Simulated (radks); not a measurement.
# Cr⁷⁺ in [He] 2s2 2p5.5 3s2 3p5 4f0.5: an all-electron calculation

Aim: the levels, the sizes of the orbitals and the parts of the energy of the chromium ion Cr7+.

Program: radks (a radial shooting solver on a logarithmic mesh, Libxc functionals) version 1. Level of theory: Dirac Kohn-Sham, LDA (Slater exchange, Perdew-Wang correlation), spin-unpolarised, spherical densities, point nucleus; open shells fill j = l - 1/2 first. These are calculated values, not measurements, unless marked.

**1. What is computed**

* element: chromium (Z = 24)
* charge: +7
* electrons: 17
* configuration: [He] 2s2 2p5.5 3s2 3p5 4f0.5

**2. The run**

Settings of this run:

```text
Z 24
configuration [He] 2s2 2p5.5 3s2 3p5 4f0.5 4s0 3d0
relativity Dirac
functional lda,pw
spin unpolarised
j_filling energy
nucleus point
c 137.035999084
```

The run is started by

```bash
$ python run_ks.py task.json out
```

This one command runs every case of the session in turn.

What does the calculation give?

**Answer**, as computed:

| quantity | value |
| --- | --- |
| total energy | -1020.60714 hartree |
| exchange-correlation share of it | 4.01 % |
| −T/E | 1.0120 |
| highest occupied level | 4f5/2, -50.581 eV |
| most extended occupied level | 4f5/2, <r> = 2.09 bohr |
| radius at density 0.001 e/bohr³ | 2.96 bohr |
| maxima of the radial density | 3 |

**Reading.** The radial density shows 3 maxima for 4 occupied principal shells; where shells overlap, one shows as a shoulder or not at all. −T/E is 1.012: with relativity the kinetic term as defined here no longer equals −E. This is not the tabulated ground configuration, so its levels and sizes aren't those of the ground state, and no measured value stands beside it.
